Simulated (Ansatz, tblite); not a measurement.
# B12N12 zinc blende off sphere (B₁₂N₁₂H₃₂): one state, many levels

One table from this session's results is given with a row withheld; the runs are named, their logs left out.

The runs use Ansatz 0.2.0, Gaussian basis; as each input shows.

Plan: GFN1-xTB, GFN2-xTB, PBE-D4/def2-TZVP, r2SCAN-D4/def2-TZVP, PBE-D4/def2-SVP, PBE0-D4/def2-SVP.

1 further run of the same task is left out (set aside as unsound or not needed). Runs told in other sessions of the task aren't counted.

### The structure

The singlet was relaxed beforehand with PBE-D4/def2-SVP.

56 atoms, charge 0, spin multiplicity 1.

Bond lengths: N1–B14 1.612 Å, N1–B15 1.568 Å, N1–H25 1.028 Å, N1–H26 1.036 Å, N2–B13 1.596 Å, N2–B17 1.608 Å, N2–H27 1.028 Å, N2–H28 1.029 Å, N3–B16 1.613 Å, N3–B18 1.596 Å, N3–H29 1.030 Å, N3–H30 1.025 Å, N4–B14 1.562 Å, N4–B19 1.592 Å, N4–B20 1.562 Å, N4–H31 1.028 Å, N5–B16 1.567 Å, N5–B19 1.595 Å and more. Angles: B14–N1–B15 114.2°, B14–N1–H25 110.5°, B14–N1–H26 104.3°, B15–N1–H25 112.4°, B15–N1–H26 109.0°, H25–N1–H26 105.9°, B13–N2–B17 117.4°, B13–N2–H27 105.8°, B13–N2–H28 112.4°, B17–N2–H27 104.7°, B17–N2–H28 112.4°, H27–N2–H28 102.4°, B16–N3–B18 114.0°, B16–N3–H29 108.3°, B16–N3–H30 110.3°, B18–N3–H29 110.0°, B18–N3–H30 111.1°, H29–N3–H30 102.5° and more.

PBE0-D4/def2-TZVP was run before; its log isn't repeated, and its numbers join the tables.

The first run:

Tight binding, by tblite at 300 K electronic temperature and without a spin-polarisation term:

```python
tblite.interface.Calculator('GFN1-xTB', numbers, positions, charge=0, uhf=0).singlepoint()
```

Tight binding, by tblite at 300 K electronic temperature and without a spin-polarisation term:

```python
tblite.interface.Calculator('GFN2-xTB', numbers, positions, charge=0, uhf=0).singlepoint()
```

start.molden holds the orbitals of an earlier run on this state, given as this run's starting guess.

File in.yaml:

```yaml
crystal:
  periodic: [false, false, false]
  atoms:
    - {symbol: N, position_ang: [-2.838483, 1.054746, -0.358556]}
    - {symbol: N, position_ang: [-1.241481, -2.472093, 1.592832]}
    - {symbol: N, position_ang: [0.814994, -2.550432, -0.486029]}
    - {symbol: N, position_ang: [-1.049258, 1.050729, -2.197302]}
    - {symbol: N, position_ang: [0.721352, -0.717485, -2.244375]}
    - {symbol: N, position_ang: [-1.058811, -0.786494, -0.422319]}
    - {symbol: N, position_ang: [-1.036319, 1.033176, 1.374156]}
    - {symbol: N, position_ang: [0.784883, -0.785646, 1.395345]}
    - {symbol: N, position_ang: [0.785682, 1.060367, -0.419939]}
    - {symbol: N, position_ang: [-1.057938, 2.837618, -0.356361]}
    - {symbol: N, position_ang: [2.552035, -0.811304, -0.483740]}
    - {symbol: N, position_ang: [2.468586, 1.242685, 1.597391]}
    - {symbol: B, position_ang: [-2.031289, -1.696378, 0.442669]}
    - {symbol: B, position_ang: [-1.964868, 0.121064, -1.339540]}
    - {symbol: B, position_ang: [-1.984508, 1.981275, 0.575209]}
    - {symbol: B, position_ang: [-0.186603, -1.663927, -1.386789]}
    - {symbol: B, position_ang: [-0.104105, -1.659475, 2.387025]}
    - {symbol: B, position_ang: [1.698061, -1.696731, 0.532750]}
    - {symbol: B, position_ang: [-0.177504, 0.181431, -3.206969]}
    - {symbol: B, position_ang: [-0.121839, 1.966420, -1.337201]}
    - {symbol: B, position_ang: [1.665536, 0.190505, -1.384337]}
    - {symbol: B, position_ang: [-0.108292, 0.107550, 0.467821]}
    - {symbol: B, position_ang: [1.656554, 0.103150, 2.389101]}
    - {symbol: B, position_ang: [1.693064, 2.033015, 0.447488]}
    - {symbol: H, position_ang: [-3.541835, 1.579641, -0.893719]}
    - {symbol: H, position_ang: [-3.369188, 0.384400, 0.226572]}
    - {symbol: H, position_ang: [-1.943992, -2.703651, 2.307190]}
    - {symbol: H, position_ang: [-0.920172, -3.400922, 1.288754]}
    - {symbol: H, position_ang: [1.426784, -3.088166, -1.116689]}
    - {symbol: H, position_ang: [0.296086, -3.286778, 0.002045]}
    - {symbol: H, position_ang: [-1.627790, 1.629334, -2.820193]}
    - {symbol: H, position_ang: [1.278828, -1.273422, -2.906697]}
    - {symbol: H, position_ang: [-1.552089, 0.398818, 2.007489]}
    - {symbol: H, position_ang: [-0.403468, 1.548786, 2.009117]}
    - {symbol: H, position_ang: [-1.583159, 3.540850, -0.891371]}
    - {symbol: H, position_ang: [-0.389117, 3.368601, 0.230249]}
    - {symbol: H, position_ang: [3.091283, -1.421635, -1.114518]}
    - {symbol: H, position_ang: [3.287175, -0.292330, 0.006080]}
    - {symbol: H, position_ang: [3.398186, 0.923133, 1.293811]}
    - {symbol: H, position_ang: [2.698390, 1.944514, 2.312986]}
    - {symbol: H, position_ang: [-2.630038, -2.499167, -0.268306]}
    - {symbol: H, position_ang: [-2.852236, -1.007816, 1.083538]}
    - {symbol: H, position_ang: [-2.742278, -0.526650, -2.031438]}
    - {symbol: H, position_ang: [-2.685828, 2.680822, 1.306029]}
    - {symbol: H, position_ang: [-0.851218, -2.419940, -2.086136]}
    - {symbol: H, position_ang: [0.588562, -2.459099, 3.013550]}
    - {symbol: H, position_ang: [-0.736585, -0.925370, 3.157765]}
    - {symbol: H, position_ang: [2.431102, -2.429760, 1.190407]}
    - {symbol: H, position_ang: [-0.909049, -0.535455, -3.890056]}
    - {symbol: H, position_ang: [0.539277, 0.914815, -3.888194]}
    - {symbol: H, position_ang: [0.525792, 2.745497, -2.027308]}
    - {symbol: H, position_ang: [2.421713, 0.856960, -2.081755]}
    - {symbol: H, position_ang: [0.920798, 0.733664, 3.159875]}
    - {symbol: H, position_ang: [2.456374, -0.589339, 3.015576]}
    - {symbol: H, position_ang: [1.002437, 2.851934, 1.088714]}
    - {symbol: H, position_ang: [2.495795, 2.633965, -0.261706]}
basis:
  gaussian: {orbitals: def2-TZVP, fitting: {mean_field: def2-universal-jkfit}, initial_orbitals: start.molden}
hamiltonian: {xc: pbe, dispersion: d4}
scf: {omitted_lower_state_checks: [starts]}
output: {orbitals: {seedname: orbitals}}
```

Launch:

```sh
> ansatz run in.yaml --threads 2 --pin off --events-out ev --progress --plain --max-ram 22528MiB --backend cuda --devices 0, --max-vram 18GiB
```

Steps of the session up to this table: PBE-D4/def2-TZVP; r2SCAN-D4/def2-TZVP; PBE-D4/def2-SVP; PBE0-D4/def2-SVP.

One of the session's tables, all rows but one given; the rest of the session is left out.

It belongs to the step «Binding energy». 

| level | binding an atom (eV) |
| --- | --- |
| PBE-D4/def2-SVP | 4.317 |
| PBE-D4/def2-TZVP | 4.250 |
| r2SCAN-D4/def2-TZVP | 4.155 |
| PBE0-D4/def2-SVP | 4.255 |
| PBE0-D4/def2-TZVP | ? |

**Question.** Estimate the row for PBE0-D4/def2-TZVP.

**Answer.** binding an atom (eV): 4.186. In the column «binding an atom (eV)» it lies between r2SCAN-D4/def2-TZVP (4.155) and PBE-D4/def2-TZVP (4.250).

Caveats from the session: Free atoms were run apart at each level; binding is atoms less cluster, divided by the number of atoms, without zero-point or spin-orbit terms.
